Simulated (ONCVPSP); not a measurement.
# Zr: generating and testing an ONCV potential

Aim: build the potential from the settings below, then test how well it stands in for the atom: other configurations, scattering, ghost states and the plane-wave cutoff that it needs.

Method: ONCVPSP 4.0.1.1 (patched build), PBE, scalar-relativistic.

### 1 The atom and the settings

The settings as typed:

- element: zirconium (Zr, Z = 40)
- type: optimised norm-conserving Vanderbilt (ONCV)
- frozen core: [Kr]
- valence charge: 4
- reference configuration: 4d2 5s2
- partial waves: 5s: rc 3.45 bohr, ncon 4, nbas 7, qcut 2 1/bohr, 2 projectors, debl 3.1 Ha; p scattering state at 0.09 Ha: rc 3.60 bohr, ncon 3, nbas 6, qcut 2.1 1/bohr, 2 projectors, debl 1.3 Ha; 4d: rc 1.95 bohr, ncon 4, nbas 6, qcut 4.4 1/bohr, 3 projectors, debl 2.4 Ha
- local potential: polynomial inside 1.30 bohr (lpopt 5, dvloc0 0 Ha)
- core correction: not asked for

### 2 Generating the potential

File Zr.dat:

```
# ATOM AND REFERENCE CONFIGURATION
# atsym  z   nc   nv     iexc    psfile
  Zr 40.00    8    2        4      upf
#
#   n    l    f
    1    0    2.00
    2    0    2.00
    2    1    6.00
    3    0    2.00
    3    1    6.00
    3    2   10.00
    4    0    2.00
    4    1    6.00
    4    2    2.00
    5    0    2.00
#
# PSEUDOPOTENTIAL AND OPTIMIZATION
# lmax
    2
#
#   l,   rc,      ep,       ncon, nbas, qcut
    0    3.45    0.00    4    7    2.00
    1    3.60    0.09    3    6    2.10
    2    1.95    0.00    4    6    4.40
#
# LOCAL POTENTIAL
# lloc, lpopt,  rc(5),   dvloc0
    4    5    1.30    0.00
#
# VANDERBILT-KLEINMAN-BYLANDER PROJECTORs
# l, nproj, debl
    0    2    3.10
    1    2    1.30
    2    3    2.40
#
# MODEL CORE CHARGE
# icmod, fcfact, rcfact
    0    0.00    0.00
#
# LOG DERIVATIVE ANALYSIS
# epsh1, epsh2, depsh
   -2.00    5.00    0.02
#
# OUTPUT GRID
# rlmax, drl
    6.00    0.01
#
# TEST CONFIGURATIONS
# ncnf
    4
# nvcnf
#   n    l    f
    2
    4    2    2.00
    5    0    1.00
#
    2
    4    2    2.00
    5    0    0.00
#
    2
    4    2    1.00
    5    0    0.00
#
    2
    4    2    1.00
    5    0    2.00
#
```

On the command line:

```bash
$ oncvpsp.x < Zr.dat > Zr.out
```

Before running it: what results should come out? Wanted: cutoffs for 1 and 0.1 mHa per electron, occupied waves; bound ghosts; GHOST(+) flags; largest test error; largest phase difference near zero energy, channels read; projector energies reset by the program.

**Answer**, as computed:

```
                                                quantity                          value
  cutoffs for 1 and 0.1 mHa per electron, occupied waves                24 Ha and 30 Ha
                                            bound ghosts  s at -28.73 eV, p at -8.47 eV
                                          GHOST(+) flags             none at low energy
                            largest test error (AE − PS)          +351 meV, for 4d1 5s0
largest phase difference near zero energy, channels read                      3.075 rad
                 projector energies reset by the program             p: 0.050, 1.350 Ha
```

**Reading.** A bound ghost (s, p) makes it unfit for use: electrons can fall into a state that the atom doesn't have. The worst unpolarised test, 4d1 5s0, is off by 351 meV on 42.7 eV; by total energies transferability rates as poor. By its cutoff, 24 Ha for the looser tolerance, it is of middling hardness. At the looser tolerance the 4d wave is the slowest; 5s needs 2 Ha. Near zero energy the largest phase difference among the channels read is 3.08 rad, in the p channel. A step near π is an extra or missing state, not a misfit of shape. The pseudo curves have poles with no partner nearby in the atom's: s at -1.04 Ha, p at -0.30 Ha. These are tests on the free atom; a crystal test is still owed.
